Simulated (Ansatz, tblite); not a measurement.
**The cluster Ba₄S₄: rung by rung**

How do method and basis change the picture of the cluster Ba₄S₄ (singlet)?

The runs use Ansatz 0.2.0, Gaussian basis; as each input shows.

Plan: GFN1-xTB, GFN2-xTB, PBE-D4/def2-TZVP, r2SCAN-D4/def2-TZVP, LC-ωPBE/def2-TZVP, HSE06-D4/def2-TZVP, PBE-D4/def2-SVP, PBE0-D4/def2-SVP, MP2/def2-TZVP, RPA/def2-TZVP.

3 further runs of the same task are left out: 3 set aside as unsound or not needed.

### 1 The relaxed structure

The singlet was relaxed beforehand with r2SCAN-D4/def2-SVP. At that level it is the lowest of the isomers that a small search found.

8 atoms, charge 0, spin multiplicity 1.

Bond lengths: Ba1–S5 2.958 Å, Ba1–S7 2.957 Å, Ba1–S8 2.957 Å, Ba2–S5 2.958 Å, Ba2–S6 2.958 Å, Ba2–S7 2.958 Å, Ba3–S5 2.958 Å, Ba3–S6 2.958 Å, Ba3–S8 2.958 Å, Ba4–S6 2.958 Å, Ba4–S7 2.957 Å, Ba4–S8 2.958 Å. Angles: S5–Ba1–S7 88.7°, S5–Ba1–S8 88.7°, S7–Ba1–S8 88.7°, S5–Ba2–S6 88.7°, S5–Ba2–S7 88.7°, S6–Ba2–S7 88.7°, S5–Ba3–S6 88.7°, S5–Ba3–S8 88.7°, S6–Ba3–S8 88.7°, S6–Ba4–S7 88.7°, S6–Ba4–S8 88.7°, S7–Ba4–S8 88.7°, Ba1–S5–Ba2 91.3°, Ba1–S5–Ba3 91.2°, Ba2–S5–Ba3 91.2°, Ba2–S6–Ba3 91.2°, Ba2–S6–Ba4 91.2°, Ba3–S6–Ba4 91.3° and more.

Ba takes a core potential in the def2 sets. No spin-orbit coupling is included.

PBE0-D4/def2-TZVP was run before; its log isn't repeated, and its numbers join the tables.

### 2 GFN1-xTB

Tight binding, by tblite at 300 K electronic temperature and without a spin-polarisation term:

```python
tblite.interface.Calculator('GFN1-xTB', numbers, positions, charge=0, uhf=0).singlepoint()
```

Energy -471.1772 eV, HOMO -10.65 eV, LUMO -8.93 eV; 0.012 s.

### 3 GFN2-xTB

Tight binding, by tblite at 300 K electronic temperature and without a spin-polarisation term:

```python
tblite.interface.Calculator('GFN2-xTB', numbers, positions, charge=0, uhf=0).singlepoint()
```

Energy -412.5004 eV, HOMO -9.09 eV, LUMO -8.05 eV; 0.027 s.

### 4 PBE-D4/def2-TZVP

start.molden holds the orbitals of an earlier run on this state, given as this run's starting guess.

in.yaml reads:

```yaml
crystal:
  periodic: [false, false, false]
  atoms:
    - {symbol: Ba, position_ang: [-1.752705, 1.815583, 0.578849]}
    - {symbol: Ba, position_ang: [1.612711, -0.312805, 2.001297]}
    - {symbol: Ba, position_ang: [-1.206130, -2.237173, -0.493974]}
    - {symbol: Ba, position_ang: [1.346112, 0.734392, -2.086189]}
    - {symbol: S, position_ang: [-1.316669, -0.717933, 2.041112]}
    - {symbol: S, position_ang: [1.714380, -1.776188, -0.566810]}
    - {symbol: S, position_ang: [1.179639, 2.188516, 0.483726]}
    - {symbol: S, position_ang: [-1.577338, 0.305588, -1.958031]}
basis:
  gaussian: {orbitals: def2-TZVP, initial_orbitals: start.molden}
hamiltonian: {xc: pbe, dispersion: d4}
scf: {omitted_lower_state_checks: [starts]}
output: {forces: true, orbitals: {seedname: orbitals}}
```

Run with:

```sh
$ ansatz run in.yaml --threads 4 --pin off --events-out ev --progress --plain --max-ram 6963MiB
```

The runs that follow: r2SCAN-D4/def2-TZVP; LC-ωPBE/def2-TZVP; HSE06-D4/def2-TZVP; PBE-D4/def2-SVP; PBE0-D4/def2-SVP; MP2/def2-TZVP; RPA/def2-TZVP.

Q: Predict the results of all the runs planned. Wanted: gap in def2-TZVP, named functionals, smallest and largest; correlation energy, MP2/def2-TZVP; binding an atom, functionals in def2-TZVP; PBE0 total energy, smallest basis above largest.

The runs gave:

```
                                                 quantity                                   value
gap in def2-TZVP, named functionals, smallest and largest     2.86 eV (PBE-D4), 7.63 eV (LC-ωPBE)
                        correlation energy, MP2/def2-TZVP                               -37.83 eV
                binding an atom, functionals in def2-TZVP  3.85 (HSE06-D4) to 4.01 eV (r2SCAN-D4)
          PBE0 total energy, smallest basis above largest          17.07 eV (def2-SVP, def2-TZVP)
```

Orbital gaps of the named functionals in def2-TZVP span 2.86 eV (PBE-D4) to 7.63 eV (LC-ωPBE); exact exchange widens it.
